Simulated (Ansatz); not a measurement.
# C6H3ClZr: how energies converge with the basis set

The task here is to estimate one member of a computed series from the others.

Method: one geometry, several basis sets; program: Ansatz 0.2.0, Gaussian basis.

Plan: PBE0-D4/def2-SVP; ωB97M-V/def2-SVP; PBE0-D4/def2-QZVPP; ωB97M-V/def2-QZVPP; the functionals' def2-TZVPP values are taken from earlier runs.

## The relaxed structure

An earlier PBE0-D4 in a triple-zeta def2 set relaxation fixed the geometry. Zr takes the def2 core potential; no spin-orbit term is included.

SMILES `C#[C][Zr]([Cl])([C]#C)[C]#C`, 11 atoms, charge 0, spin multiplicity 1.

Atoms are counted from 1 here; the program's logs count them from 0.

Bond lengths: C1–C2 1.216 Å, C1–H9 1.067 Å, C2–Zr3 2.163 Å, Zr3–Cl4 2.325 Å, Zr3–C5 2.163 Å, Zr3–C7 2.163 Å, C5–C6 1.216 Å, C6–H10 1.067 Å, C7–C8 1.216 Å, C8–H11 1.067 Å. Angles: C2–C1–H9 179.9°, C1–C2–Zr3 179.0°, C2–Zr3–Cl4 109.8°, C2–Zr3–C5 109.1°, C2–Zr3–C7 109.1°, Cl4–Zr3–C5 109.8°, Cl4–Zr3–C7 109.8°, C5–Zr3–C7 109.1°, Zr3–C5–C6 179.1°, C5–C6–H10 179.9°, Zr3–C7–C8 179.1°, C7–C8–H11 179.9°.

Coordinates:

```
atom    x (Å)    y (Å)    z (Å)
  C1   2.8688  -0.6427  -1.2697
  C2   1.8933  -0.1566  -0.7298
 Zr3   0.1411   0.6764   0.2261
 Cl4   0.5913   2.8396   0.9509
  C5  -0.4030  -0.5636   1.9126
  C6  -0.7112  -1.2762   2.8488
  C7  -1.4933   0.7029  -1.1903
  C8  -2.4117   0.6991  -1.9876
  H9   3.7244  -1.0705  -1.7434
 H10  -0.9816  -1.9028   3.6696
 H11  -3.2180   0.6944  -2.6872
```

The first run:

in.yaml

```yaml
crystal:
  periodic: [false, false, false]
  atoms:
    - {symbol: C, position_ang: [2.868767, -0.642702, -1.269723]}
    - {symbol: C, position_ang: [1.893299, -0.156638, -0.729796]}
    - {symbol: Zr, position_ang: [0.141081, 0.676405, 0.226103]}
    - {symbol: Cl, position_ang: [0.591307, 2.839576, 0.950939]}
    - {symbol: C, position_ang: [-0.402998, -0.563577, 1.912581]}
    - {symbol: C, position_ang: [-0.711247, -1.276215, 2.848778]}
    - {symbol: C, position_ang: [-1.493280, 0.702865, -1.190269]}
    - {symbol: C, position_ang: [-2.411728, 0.699142, -1.987621]}
    - {symbol: H, position_ang: [3.724425, -1.070454, -1.743418]}
    - {symbol: H, position_ang: [-0.981626, -1.902826, 3.669620]}
    - {symbol: H, position_ang: [-3.218010, 0.694404, -2.687195]}
basis:
  gaussian: {orbitals: def2-SVP}
hamiltonian: {xc: pbe0, dispersion: d4}
output: {orbitals: {seedname: orbitals}}
```

Started as:

```
$ ansatz run in.yaml --threads 4 --pin off --events-out ev --progress --plain --max-ram 11315MiB
```

Among the steps run: PBE0-D4 in def2-SVP; ωB97M-V in def2-SVP; PBE0-D4 in def2-QZVPP; ωB97M-V in def2-QZVPP.

One table of the session follows, with a row left open; its other results are not shown here.

It belongs to the step «Density functionals: the series». 

```
functional       basis  HOMO (eV)  LUMO (eV)
   PBE0-D4    def2-SVP          ?          ?
   PBE0-D4  def2-TZVPP      -8.30      -2.77
   PBE0-D4  def2-QZVPP      -8.31      -2.77
   ωB97M-V    def2-SVP     -10.45      -0.69
   ωB97M-V  def2-TZVPP     -10.49      -0.79
   ωB97M-V  def2-QZVPP     -10.50      -0.80
```

Estimate the missing values for PBE0-D4, def2-SVP.

**Answer.** HOMO (eV): -8.27; LUMO (eV): -2.70. In the column «HOMO (eV)» it is the highest.
